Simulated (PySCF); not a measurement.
# C5H10O2Si: a tour of settings, part 2 of 2

PySCF 2.14.0. Atoms count from 0.

## Step 4: TDDFT and polarisability: PBE0/def2-SVPD

The job: settings as JSON, then the geometry in Å.

```
{"job": {"kind": "uv", "xc": "PBE0", "basis": "def2-SVPD", "nstates": 1, "ntriplets": 0, "tda": true, "scf": {"conv": 1e-08}}, "charge": 0, "multiplicity": 1}
C     -2.046263     0.956900    -0.153137
C     -2.159911    -0.535468    -0.192504
C     -0.820602     0.117717    -0.351247
C      0.207980     0.009790     0.748366
C      1.085988    -1.251851     0.569232
O      2.253678    -0.872413    -0.098216
Si     2.503640     0.746447    -0.002548
O      1.078586     1.112716     0.714887
H     -2.167755     1.453383     0.797221
H     -2.417342     1.525407    -0.991552
H     -2.363868    -1.055936     0.731236
H     -2.610971    -0.996981    -1.057546
H     -0.368404     0.117661    -1.335759
H     -0.285669     0.004203     1.726709
H      1.353620    -1.674504     1.543223
H      0.569557    -2.012328    -0.021445
H      2.615277     1.259151    -1.357902
H      3.563699     1.102423     0.925048
```

Level: TDA PBE0/def2-SVPD, vertical, gas phase, core orbitals frozen in the response.

The program printed:

```text
final grid: 144104 points
cycle   1  E = -635.5332074583  dE =  1.341e+00  |g| = 8.590e-01  |ddm| = 8.117e+00
cycle   2  E = -635.3384434973  dE =  1.948e-01  |g| = 1.328e+00  |ddm| = 3.751e+00
cycle   3  E = -635.6755846268  dE = -3.371e-01  |g| = 8.238e-02  |ddm| = 2.152e+00
cycle   4  E = -635.6766536403  dE = -1.069e-03  |g| = 4.326e-02  |ddm| = 2.476e-01
cycle   5  E = -635.6771196284  dE = -4.660e-04  |g| = 6.873e-03  |ddm| = 9.741e-02
cycle   6  E = -635.6771288821  dE = -9.254e-06  |g| = 2.517e-03  |ddm| = 2.332e-02
cycle   7  E = -635.6771300654  dE = -1.183e-06  |g| = 5.747e-04  |ddm| = 4.775e-03
cycle   8  E = -635.6771301264  dE = -6.102e-08  |g| = 1.726e-04  |ddm| = 1.589e-03
cycle   9  E = -635.6771301331  dE = -6.642e-09  |g| = 3.614e-05  |ddm| = 4.280e-04
converged SCF energy = -635.6771301331

Static polarisability (au): isotropic 83.395, principal 72.690 80.107 97.387

Singlet excitations
state   eV       nm        f      main configurations
  1   6.9439    178.6   0.00064   H->L 0.61, H-1->L 0.29
```

It took 37 s on 1 thread of Arm Neoverse V1, shared host; peak memory 1.1 GiB.

In short: HOMO -7.91 eV, LUMO 0.36 eV; lowest singlet 6.94 eV.

## Step 5: NMR shieldings: PBE0/pcSseg-1 in chloroform

The job, as its differences from that of step 4:

```diff
@@ -1,2 +1,2 @@
-{"job": {"kind": "uv", "xc": "PBE0", "basis": "def2-SVPD", "nstates": 1, "ntriplets": 0, "tda": true, "scf": {"conv": 1e-08}}, "charge": 0, "multiplicity": 1}
+{"job": {"kind": "nmr", "xc": "PBE0", "basis": "pcSseg-1", "solvent": "chloroform", "pop": false, "scf": {"guess": "sap"}}, "charge": 0, "multiplicity": 1}
 C     -2.046263     0.956900    -0.153137
```

With the program's defaults for keys left out, this is: GIAO PBE0/pcSseg-1 NMR shielding, non-relativistic, IEF-PCM chloroform.

The program printed:

```text
final grid: 144104 points
cycle   1  E = -602.8265749070  dE =  2.669e+01  |g| = 7.849e+00  |ddm| = 3.139e+01
cycle   2  E = -542.9106373247  dE =  5.992e+01  |g| = 1.719e+01  |ddm| = 3.622e+01
cycle   3  E = -619.1935071703  dE = -7.628e+01  |g| = 7.226e+00  |ddm| = 1.789e+01
cycle   4  E = -618.2331887885  dE =  9.603e-01  |g| = 6.907e+00  |ddm| = 1.872e+01
cycle   5  E = -635.6102487647  dE = -1.738e+01  |g| = 1.160e+00  |ddm| = 1.913e+01
cycle   6  E = -635.7856860352  dE = -1.754e-01  |g| = 9.577e-01  |ddm| = 1.759e+00
cycle   7  E = -635.9374822597  dE = -1.518e-01  |g| = 2.553e-01  |ddm| = 7.903e-01
cycle   8  E = -635.9500759923  dE = -1.259e-02  |g| = 9.213e-02  |ddm| = 2.330e-01
cycle   9  E = -635.9521050894  dE = -2.029e-03  |g| = 3.295e-02  |ddm| = 1.210e-01
cycle  10  E = -635.9522892580  dE = -1.842e-04  |g| = 1.217e-02  |ddm| = 3.340e-02
cycle  11  E = -635.9523200532  dE = -3.080e-05  |g| = 2.014e-03  |ddm| = 9.817e-03
cycle  12  E = -635.9523208181  dE = -7.649e-07  |g| = 6.744e-04  |ddm| = 2.548e-03
cycle  13  E = -635.9523209144  dE = -9.626e-08  |g| = 1.808e-04  |ddm| = 6.546e-04
cycle  14  E = -635.9523209213  dE = -6.963e-09  |g| = 3.453e-05  |ddm| = 1.604e-04
cycle  15  E = -635.9523209216  dE = -2.588e-10  |g| = 9.958e-06  |ddm| = 4.539e-05
converged SCF energy = -635.9523209216

GIAO shielding tensors (ppm)
atom      isotropic    diamagn.    paramagn.     s11        s22        s33       span
  0 C      181.179     253.723     -72.545    151.777    177.767    213.993     62.216
  1 C      184.099     254.210     -70.112    157.563    180.224    214.510     56.946
  2 C      166.312     247.666     -81.354    127.345    159.202    212.390     85.044
  3 C      104.066     244.412    -140.346     78.316     97.382    136.501     58.185
  4 C      115.610     247.154    -131.543     89.246    108.586    148.999     59.753
  5 O      312.686     396.222     -83.535    269.798    282.197    386.064    116.267
  6 Si     352.076     881.379    -529.304    330.714    335.055    390.458     59.744
  7 O      279.347     398.385    -119.038    240.574    275.135    322.333     81.760
  8 H       31.238      31.452      -0.215     25.831     28.097     39.785     13.954
  9 H       30.998      30.648       0.351     25.357     26.336     41.302     15.945
 10 H       31.527      31.750      -0.224     25.973     28.599     40.008     14.035
 11 H       31.200      30.781       0.419     25.577     26.372     41.650     16.073
 12 H       30.692      32.946      -2.254     23.805     30.686     37.586     13.781
 13 H       28.279      32.445      -4.166     24.235     28.612     31.990      7.755
 14 H       27.363      30.139      -2.776     21.944     26.704     33.441     11.497
 15 H       27.355      30.865      -3.510     22.683     27.903     31.479      8.796
 16 H       26.553      30.065      -3.512     23.024     23.860     32.774      9.750
 17 H       26.680      28.987      -2.307     22.855     23.501     33.686     10.831
```

Run time: 42 s. Hardware: 1 thread of Arm Neoverse V1, shared host; peak memory 1.2 GiB.

In short: δ C3 83.5, C4 72.0, C2 21.3, C0 6.4, H16 5.15, H17 5.02 ppm.

## Step 6: Nuclear shieldings: PBE0/pcSseg-1

The job, as its differences from that of step 5:

```diff
@@ -1,2 +1,2 @@
-{"job": {"kind": "nmr", "xc": "PBE0", "basis": "pcSseg-1", "solvent": "chloroform", "pop": false, "scf": {"guess": "sap"}}, "charge": 0, "multiplicity": 1}
+{"job": {"kind": "nmr", "xc": "PBE0", "basis": "pcSseg-1", "pop": true, "scf": {"guess": "huckel"}}, "charge": 0, "multiplicity": 1}
 C     -2.046263     0.956900    -0.153137
```

Method: GIAO PBE0/pcSseg-1 NMR shielding, non-relativistic, gas phase.

The program printed:

```text
final grid: 144104 points
cycle   1  E = -629.9984941932  dE =  2.372e+00  |g| = 5.419e+00  |ddm| = 7.964e+00
cycle   2  E = -601.2180649370  dE =  2.878e+01  |g| = 8.349e+00  |ddm| = 3.670e+01
cycle   3  E = -617.4090857038  dE = -1.619e+01  |g| = 6.893e+00  |ddm| = 4.135e+01
cycle   4  E = -635.3495336522  dE = -1.794e+01  |g| = 1.483e+00  |ddm| = 1.948e+01
cycle   5  E = -635.4302586656  dE = -8.073e-02  |g| = 1.599e+00  |ddm| = 3.447e+00
cycle   6  E = -635.9331884061  dE = -5.029e-01  |g| = 2.703e-01  |ddm| = 1.937e+00
cycle   7  E = -635.9419568664  dE = -8.768e-03  |g| = 1.633e-01  |ddm| = 3.551e-01
cycle   8  E = -635.9470640283  dE = -5.107e-03  |g| = 2.575e-02  |ddm| = 1.600e-01
cycle   9  E = -635.9472027780  dE = -1.387e-04  |g| = 4.915e-03  |ddm| = 2.849e-02
cycle  10  E = -635.9472078336  dE = -5.056e-06  |g| = 1.840e-03  |ddm| = 5.501e-03
cycle  11  E = -635.9472086390  dE = -8.054e-07  |g| = 3.212e-04  |ddm| = 2.018e-03
cycle  12  E = -635.9472086619  dE = -2.284e-08  |g| = 9.544e-05  |ddm| = 3.603e-04
cycle  13  E = -635.9472086638  dE = -1.923e-09  |g| = 2.628e-05  |ddm| = 1.015e-04
cycle  14  E = -635.9472086640  dE = -1.528e-10  |g| = 5.286e-06  |ddm| = 2.403e-05
converged SCF energy = -635.9472086640

GIAO shielding tensors (ppm)
atom      isotropic    diamagn.    paramagn.     s11        s22        s33       span
  0 C      180.341     253.367     -73.026    150.681    177.077    213.265     62.584
  1 C      183.547     254.217     -70.671    157.234    179.565    213.841     56.607
  2 C      166.039     247.391     -81.352    127.445    158.910    211.761     84.317
  3 C      103.662     244.103    -140.440     78.627     96.658    135.702     57.075
  4 C      115.408     246.827    -131.419     89.081    108.724    148.419     59.339
  5 O      309.881     395.233     -85.352    266.346    278.120    385.178    118.832
  6 Si     352.885     881.391    -528.505    330.156    335.759    392.740     62.584
  7 O      276.188     397.525    -121.337    237.622    270.941    320.001     82.379
  8 H       31.260      31.465      -0.205     25.879     28.182     39.719     13.839
  9 H       31.027      30.705       0.321     25.413     26.449     41.219     15.806
 10 H       31.665      31.887      -0.221     26.152     28.827     40.017     13.866
 11 H       31.283      30.880       0.403     25.683     26.539     41.627     15.944
 12 H       30.795      33.007      -2.213     23.940     30.831     37.613     13.673
 13 H       28.448      32.561      -4.113     24.449     28.816     32.078      7.629
 14 H       27.474      30.188      -2.714     22.063     26.837     33.522     11.459
 15 H       27.442      30.878      -3.435     22.839     27.973     31.514      8.675
 16 H       26.566      30.122      -3.556     23.020     23.901     32.779      9.759
 17 H       26.683      29.004      -2.321     22.882     23.486     33.680     10.798
```

Wall time 39 s (1 thread of Arm Neoverse V1, shared host); peak memory 1 GiB.

Key values: δ C3 83.3, C4 71.5, C2 20.9, C0 6.6, H16 5.15, H17 5.03 ppm.

## Step 7: Summary of results

What follows sums up all 2 parts.

| quantity | value |
| --- | --- |
| lowest singlet (PBE0/def2-SVPD) | 6.93 eV (179 nm), f = 0.001 |
| brightest single state of those computed | state 3, 7.32 eV, f = 0.019 |
| lowest triplet | 6.60 eV |
| surface potential, 1st and 99th percentile | -1.30 V and 1.31 V |
| 13C shifts against TMS (PBE0/pcSseg-1) | 83.3, 71.5, 20.9, 6.6, 3.4 ppm |
| 1H shifts against TMS (PBE0/pcSseg-1) | 5.15, 5.03, 4.27, 4.24, 3.27, 0.92, 0.69, 0.46, 0.43, 0.05 ppm |
| 17O shifts against H2O (PBE0/pcSseg-1) | 59.9, 26.2 ppm |
| 29Si shifts against TMS (PBE0/pcSseg-1) | -3.7 ppm |

In words: Single values in the summary come from the first run of each kind that ended normally (PBE0/def2-SVPD; PBE0/pcSseg-1), which need not be the best level. The lowest singlet, at 6.93 eV, is HOMO→LUMO 0.59, HOMO−1→LUMO 0.30 and is dark; of the 6 states computed, the strongest absorption comes from state 3 at 7.32 eV. The lowest triplet lies 0.33 eV below the lowest singlet (triplets in Tamm-Dancoff, singlets in full TDDFT). The most deshielded carbon is C3 (sp3 CH bonded to O), at 83.3 ppm: deshielded by the electronegative neighbour. At PBE0/pcSseg-1: Shielding is most anisotropic at O5 (span 119 ppm, paramagnetic term -85 ppm).
